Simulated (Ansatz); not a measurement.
# AlH3IN: one structure at several levels

An exercise on one series of results from a longer session: the logs are not shown, and one member is left open.

Computed with Ansatz 0.2.0, Gaussian basis. Level: single points in def2-TZVPP.

Correlated methods freeze the cores. Filled d shells of the heavier atoms are correlated. Core potentials replace the inner electrons past krypton, and spin-orbit coupling is left out.

## Starting geometry

SMILES `[NH2][AlH][I]`, 6 atoms, charge 0, spin multiplicity 1.

Atoms are counted from 1 here; the program's logs count them from 0.

Bond lengths: N1–Al2 1.681 Å, N1–H4 1.127 Å, N1–H5 1.133 Å, Al2–I3 2.582 Å, Al2–H6 1.453 Å. Angles: Al2–N1–H4 123.2°, Al2–N1–H5 132.3°, H4–N1–H5 103.8°, N1–Al2–I3 122.7°, N1–Al2–H6 115.0°, I3–Al2–H6 121.2°.

Geometry (Å):

```xyz
6
AlH3IN
N    -0.6098    0.2838   -0.7016
Al    0.4799    0.0151    0.5505
I     1.6873   -2.2424    0.8868
H    -1.2229    1.2249   -0.7949
H    -0.8050   -0.2644   -1.6740
H     0.4910    1.0357    1.5851
```

The first run:

Contents of run/in.yaml:

```yaml
crystal:
  periodic: [false, false, false]
  atoms:
    - {symbol: N, position_ang: [-0.609800, 0.283800, -0.701600]}
    - {symbol: Al, position_ang: [0.479900, 0.015100, 0.550500]}
    - {symbol: I, position_ang: [1.687300, -2.242400, 0.886800]}
    - {symbol: H, position_ang: [-1.222900, 1.224900, -0.794900]}
    - {symbol: H, position_ang: [-0.805000, -0.264400, -1.674000]}
    - {symbol: H, position_ang: [0.491000, 1.035700, 1.585100]}
basis:
  gaussian: {orbitals: def2-TZVPP}
correlation: {method: ccsd_t}
output: {forces: true}
```

The command line of these runs was not kept.

Steps of the session up to this table: CCSD(T)/def2-TZVPP; PBE0-D4/def2-TZVPP; wB97M-V/def2-TZVPP; r2SCAN-D4/def2-TZVPP; PBE-D4/def2-TZVPP; B97M-V/def2-TZVPP; HSE06-D4/def2-TZVPP.

One table of the session follows, with a row left open; its other results are not shown here.

```
   method  RMS force component (eV/Å)  angle to CCSD(T) forces (°)  dipole (D)
  CCSD(T)                       2.319                    reference        2.82
  PBE0-D4                       2.307                          2.0        2.87
  wB97M-V                       2.300                          1.7        2.97
r2SCAN-D4                       2.265                          1.4        2.88
   PBE-D4                       2.203                          2.3        2.80
   B97M-V                           ?                            ?           ?
 HSE06-D4                       2.306                          2.0        2.87
```

Q: Estimate the row for B97M-V from the others.

The run gave: RMS force component (eV/Å): 2.296; angle to CCSD(T) forces (°): 2.8; dipole (D): 2.71. In the column «RMS force component (eV/Å)» it lies between r2SCAN-D4 (2.265) and wB97M-V (2.300).
